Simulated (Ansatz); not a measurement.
# HF/aug-cc-pVTZ run of SiSe (SMILES [Si][Se])

Aim: the electronic atomisation energy of SiSe at HF/aug-cc-pVTZ, from 3 runs. 

The calculation is run with Ansatz 0.2.0.

20 further runs of the same task are left out: 20 set aside as unsound or not needed.

### Step 1. Starting point

The species is SiSe (2 atoms), meant as a singlet with charge 0. SMILES: `[Si][Se]`. The shape is that of a PBE0-D4/def2-TZVP optimisation.

Bond lengths: Si1–Se2 2.062 Å.

### Step 2. The energy at HF/aug-cc-pVTZ

Contents of input.yaml:

```yaml
basis:
  gaussian:
    orbitals: aug-cc-pVTZ
crystal:
  periodic: [false, false, false]
  atoms:
    - symbol: Si
      position_ang: [0.000000, 0.000000, 0.031440]
    - symbol: Se
      position_ang: [-0.000000, -0.000000, 2.093090]
output: {orbitals: {seedname: orbitals}}
accuracy: high
hamiltonian:
  xc: hf
total_charge: 0
```

Launch:

```sh
ansatz run input.yaml --threads 1 --pin off --max-ram 3480MiB --events-out events.jsonl --progress --plain --runs-dir runs
```

Output:

```text
Warning: RAYON_NUM_THREADS=1 ignored (pool sized by the plan → 1); use --threads N
Functional definition: HF
  name "HF"
  exchange = exact_x
  correlation = 0
1391 factors; integrals over basis functions are off by at most 4.1e-9 eV
mean field evaluation 1: about -73166.1000 eV, gradient 1.5e1 eV
mean field evaluation 2: about -73166.2891 eV, gradient 1.5e1 eV
mean field evaluation 4: about -73167.2507 eV, gradient 1.4e0 eV
mean field evaluation 8: about -73167.2720 eV, gradient 1.1e-4 eV
mean field evaluation 16: about -73167.2721 eV, gradient 1.3e-8 eV
mean field -73167.27207176 eV, -2688.8476540787 hartree, gradient 1.7e-8 eV, S^2 0.000000; 0 other end points of the search recorded, 0 dependent functions left out
reference -73167.27207176 eV, -2688.8476540787 hartree; 24, 24 occupied and 85, 85 virtual orbitals, 1391 factors
Total energy: -73167.27207176 eV, -2688.8476540787 hartree
```

It took 3.6 s on 1 thread of Arm Neoverse V1, shared host; peak memory 0.24 GiB.

### Step 3. The Se atom, same level

Contents of job.yaml:

```yaml
crystal:
  periodic: [false, false, false]
  atoms:
    - {symbol: Se, position_ang: [0.000000, 0.000000, 0.000000]}
basis:
  gaussian: {orbitals: aug-cc-pVTZ}
magnetization: {spin_polarized: true, initial_magnetization: 2}
hamiltonian: {xc: hf}
accuracy: high
```

Launch:

```sh
ansatz run job.yaml --threads 1 --pin off --max-ram 3480MiB --events-out events.jsonl --progress --plain --runs-dir runs
```

Output:

```text
Warning: RAYON_NUM_THREADS=1 ignored (pool sized by the plan → 1); use --threads N
[... 4 set-up lines as earlier in the session ...]
590 factors; integrals over basis functions are off by at most 3.5e-9 eV
mean field evaluation 1: about -65303.5919 eV, gradient 4.9e0 eV
mean field evaluation 2: about -65303.5954 eV, gradient 4.9e0 eV
mean field evaluation 4: about -65303.8547 eV, gradient 6.1e-1 eV
mean field evaluation 8: about -65303.8591 eV, gradient 2.0e-3 eV
mean field evaluation 16: about -65303.7837 eV, gradient 2.1e0 eV
mean field evaluation 32: about -65303.8547 eV, gradient 6.1e-1 eV
mean field -65303.85914936 eV, -2399.8725591933 hartree, gradient 1.3e-8 eV, S^2 2.011524; 0 other end points of the search recorded, 0 dependent functions left out
reference -65303.85914936 eV, -2399.8725591933 hartree; 18, 16 occupied and 41, 43 virtual orbitals, 590 factors
Total energy: -65303.85914936 eV, -2399.8725591933 hartree
```

Run time: 1.1 s. Hardware: 1 thread of Arm Neoverse V1, shared host; peak memory 0.098 GiB.

### Step 4. The Si atom

Contents of job.yaml:

```yaml
crystal:
  periodic: [false, false, false]
  atoms:
    - {symbol: Si, position_ang: [0.000000, 0.000000, 0.000000]}
basis:
  gaussian:
    orbitals: aug-cc-pVTZ
magnetization:
  spin_polarized: true
  initial_magnetization: 2
hamiltonian:
  xc: hf
accuracy: high
```

Launch:

```sh
ansatz run job.yaml --threads 1 --pin off --max-ram 3480MiB --events-out events.jsonl --progress --plain --runs-dir runs
```

Output:

```text
Warning: RAYON_NUM_THREADS=1 ignored (pool sized by the plan → 1); use --threads N
[... 4 set-up lines as earlier in the session ...]
498 factors; integrals over basis functions are off by at most 3.3e-9 eV
mean field evaluation 1: about -7859.9370 eV, gradient 4.0e0 eV
mean field evaluation 2: about -7859.9377 eV, gradient 4.0e0 eV
mean field evaluation 4: about -7860.1890 eV, gradient 2.3e-1 eV
mean field evaluation 8: about -7860.1893 eV, gradient 7.4e-4 eV
mean field evaluation 16: about -7859.8243 eV, gradient 2.1e0 eV
mean field evaluation 32: about -7860.1873 eV, gradient 3.2e-1 eV
mean field evaluation 64: about -7860.1893 eV, gradient 9.0e-6 eV
mean field -7860.18926818 eV, -288.8566277779 hartree, gradient 2.3e-8 eV, S^2 2.015081; 1 other end points of the search recorded, 0 dependent functions left out
reference -7860.18926818 eV, -288.8566277779 hartree; 8, 6 occupied and 42, 44 virtual orbitals, 498 factors
Total energy: -7860.18926818 eV, -288.8566277779 hartree
```

Wall time 0.46 s (1 thread of Arm Neoverse V1, shared host).

### Step 5. Outcome

At HF/aug-cc-pVTZ:

| quantity | value |
| --- | --- |
| molecule: total energy | -2688.84765 Eh |
| molecule: HOMO energy | -9.97 eV |
| molecule: LUMO energy | 0.28 eV |
| molecule: HOMO–LUMO gap | 10.25 eV |
| Se atom: total energy | -2399.87256 Eh |
| Se atom: ⟨S²⟩ | 2.012 |
| Si atom: total energy | -288.85663 Eh |
| Si atom: ⟨S²⟩ | 2.015 |
| electronic atomisation energy | 3.224 eV |

In words: Taking the molecule apart into free atoms costs 3.22 eV (74 kcal/mol), before zero-point energy and without spin-orbit coupling. Hartree–Fock lacks the correlation of the bonding pairs, which as a rule makes this value much too low; in minimal bases other errors can mask that.
